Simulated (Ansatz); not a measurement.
**BGaH₅N: up Jacob's ladder to CCSD(T)**

One table from this session's results is given with a row withheld; the runs are named, their logs left out.

The runs use Ansatz 0.2.0, Gaussian basis; functionals in def2-TZVPP, the program's frozen cores in correlated methods.

Levels to be run: LDA (SPW92), PBE-D4, revPBE-D4, BLYP-D4, r2SCAN-D4, B97M-V, PBE0-D4, B3LYP-D4, r2SCANh-D4, r2SCAN0-D4, HSE06-D4, BHLYP-D4, CAM-B3LYP-D4, LC-ωPBE, ωB97X-V, ωB97M-V, B2PLYP, PBE-QIDH; CCSD(T)/def2-SVP; CCSD(T)/def2-TZVPP; MP2/def2-QZVPP; extrapolation to the limit; RPA on PBE.

1 further run of the same task is left out (it didn't finish).

**The relaxed structure**

The geometry comes from an earlier relaxation with PBE0-D4 in a triple-zeta def2 set; it is a stationary point, not always the lowest conformer.

SMILES `B[NH][GaH2]`, 8 atoms, charge 0, spin multiplicity 1.

Atoms are counted from 1 here; the program's logs count them from 0.

Bond lengths: B1–N2 1.400 Å, B1–H4 1.201 Å, B1–H5 1.201 Å, N2–Ga3 1.854 Å, N2–H6 1.011 Å, Ga3–H7 1.557 Å, Ga3–H8 1.563 Å. Angles: N2–B1–H4 120.4°, N2–B1–H5 118.9°, H4–B1–H5 120.7°, B1–N2–Ga3 125.2°, B1–N2–H6 117.0°, Ga3–N2–H6 117.8°, N2–Ga3–H7 116.3°, N2–Ga3–H8 116.3°, H7–Ga3–H8 127.4°.

Set-up of the first run:

Input file in.yaml:

```yaml
crystal:
  periodic: [false, false, false]
  atoms:
    - {symbol: B, position_ang: [-0.727586, 0.942984, -0.767421]}
    - {symbol: N, position_ang: [-0.464140, 0.159657, 0.362012]}
    - {symbol: Ga, position_ang: [0.966816, -1.005474, 0.543301]}
    - {symbol: H, position_ang: [-1.682462, 1.670425, -0.793699]}
    - {symbol: H, position_ang: [0.016813, 0.874285, -1.707052]}
    - {symbol: H, position_ang: [-1.108323, 0.239061, 1.136520]}
    - {symbol: H, position_ang: [1.936623, -1.099283, -0.670539]}
    - {symbol: H, position_ang: [1.062249, -1.781655, 1.896899]}
basis:
  gaussian: {orbitals: def2-TZVPP}
hamiltonian: {xc: lda}
output: {orbitals: {seedname: orbitals}}
```

Steps of the session up to this table: LDA; PBE-D4 (GGA); revPBE-D4 (GGA); BLYP-D4 (GGA); r2SCAN-D4 (meta-GGA); B97M-V (meta-GGA); PBE0-D4 (hybrid); B3LYP-D4 (hybrid); r2SCANh-D4 (hybrid); r2SCAN0-D4 (hybrid); HSE06-D4 (hybrid); BHLYP-D4 (hybrid); CAM-B3LYP-D4 (range-separated); LC-ωPBE (range-separated); ωB97X-V (range-separated); ωB97M-V (range-separated); B2PLYP (double hybrid); PBE-QIDH (double hybrid).

One of the session's tables, all rows but one given; the rest of the session is left out.

It belongs to the step «Frontier levels by functional». 

| functional | HOMO (eV) | LUMO (eV) | gap (eV) |
| --- | --- | --- | --- |
| LDA (SPW92) | -7.08 | -2.58 | 4.50 |
| PBE-D4 | -7.04 | -2.30 | 4.74 |
| revPBE-D4 | -7.02 | -2.18 | 4.83 |
| BLYP-D4 | -6.99 | -2.24 | 4.75 |
| r2SCAN-D4 | ? | ? | ? |
| B97M-V | -7.44 | -2.21 | 5.23 |
| PBE0-D4 | -8.38 | -1.46 | 6.93 |
| B3LYP-D4 | -8.21 | -1.74 | 6.48 |
| r2SCANh-D4 | -7.83 | -1.69 | 6.15 |
| r2SCAN0-D4 | -8.58 | -1.26 | 7.32 |
| HSE06-D4 | -7.98 | -1.82 | 6.15 |
| BHLYP-D4 | -9.70 | -0.67 | 9.03 |
| CAM-B3LYP-D4 | -9.83 | -0.56 | 9.26 |
| LC-ωPBE | -11.18 | 0.63 | 11.81 |
| ωB97X-V | -10.84 | 0.49 | 11.32 |
| ωB97M-V | -10.66 | 0.25 | 10.91 |

**Question.** Estimate the row for r2SCAN-D4.

Worked estimate for «HOMO (eV)». Against the share of exact exchange, r2SCANh-D4 (0.1, -7.83), r2SCAN0-D4 (0.25, -8.58) give a slope of -5.00 per unit share; at 0 the line stands at -7.33.

The run gave: HOMO (eV): -7.34; LUMO (eV): -1.98; gap (eV): 5.36. In «HOMO (eV)» the line misses by +0.01.
